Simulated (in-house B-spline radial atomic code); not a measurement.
# Pt¹¹⁺: ionisation energy by several methods

Aim: the ionisation energy of Pt¹¹⁺ by several methods, each as the difference of two self-consistent energies (Pt¹¹⁺ and the next ion, [Kr] 4d10 4f14 5s2 5p4).

Program: in-house B-spline radial atomic code version 1. Level of theory: Dirac-Coulomb, several functionals; spherical all-electron atom at the radial basis limit. These are calculated values, not measurements, unless marked.

### Step 1. The system

```
element       : platinum (Z = 78)
charge        : +11
electrons     : 67
configuration : [Kr] 4d10 4f14 5s2 5p5
nucleus       : Fermi, rms radius 5.427 fm
```

The outer shells:

[Kr] 4d10 4f14 5s2 5p5
```
[Kr] core
4d [↑↓][↑↓][↑↓][↑↓][↑↓]
4f [↑↓][↑↓][↑↓][↑↓][↑↓][↑↓][↑↓]
5s [↑↓]
5p [↑↓][↑↓][↑ ]
```

The boxes only draw the filling; these runs are spin-restricted and spherical.

### Step 2. BP86, a GGA

Settings, as recorded:

```ini
Z = 78
electrons = 67.0
configuration = [Kr] 4d10 4f14 5s2 5p5
hamiltonian = dirac
method = b88,p86
spin_polarised = False
nucleus = fermi
rms_radius = 5.427
mass_number = 195
atomic_mass = 194.964794325
speed_of_light = 137.035999084
```

### Step 3. RPBE, a GGA

The settings differ from step 2 so:

```diff
@@ -4,3 +4,3 @@
 hamiltonian = dirac
-method = b88,p86
+method = rpbe,pbe
 spin_polarised = False
```

### Step 4. AM05, a GGA

The settings differ from step 3 so:

```diff
@@ -4,3 +4,3 @@
 hamiltonian = dirac
-method = rpbe,pbe
+method = am05
 spin_polarised = False
```

Q: The tabulated ionisation energy is 245 ± 12 eV (tabulated theoretical; NIST Atomic Spectra Database). What does each method give, and which comes nearest?

As calculated:

| method | rung | total energy (hartree) | ΔSCF (eV) | with Breit, QED, recoil (eV) | −ε highest (eV) | corrected ΔSCF less tabulated (eV) |
| --- | --- | --- | --- | --- | --- | --- |
| BP86 | GGA | -18410.6003 | 247.93 | 247.66 | 230.69 (5p3/2) | +2.66 |
| RPBE | GGA | -18409.0367 | 247.61 | 247.34 | 230.40 (5p3/2) | +2.34 |
| AM05 | GGA | -18398.5411 | 247.94 | 247.67 | 230.66 (5p3/2) | +2.67 |

What this shows: The tabulated ionisation energy is 245 ± 12 eV (tabulated theoretical; NIST Atomic Spectra Database). RPBE comes nearest (+2.34 eV) and AM05 is farthest (+2.67 eV, 1.1 %). The table's own uncertainty is as large as these misses, so the order means little. All methods miss on the same side by much the same amount, which points to something that they share. Open shells are averaged (over orientations, and over spins where the run is restricted), while tables refer to the lowest levels. For the semilocal functionals minus the highest level recovers only 93 % of their own ΔSCF value, a mark of self-interaction.

Members of this set that are not shown: 1 used exact exchange with fractional occupations of an open shell, which is unsound here.
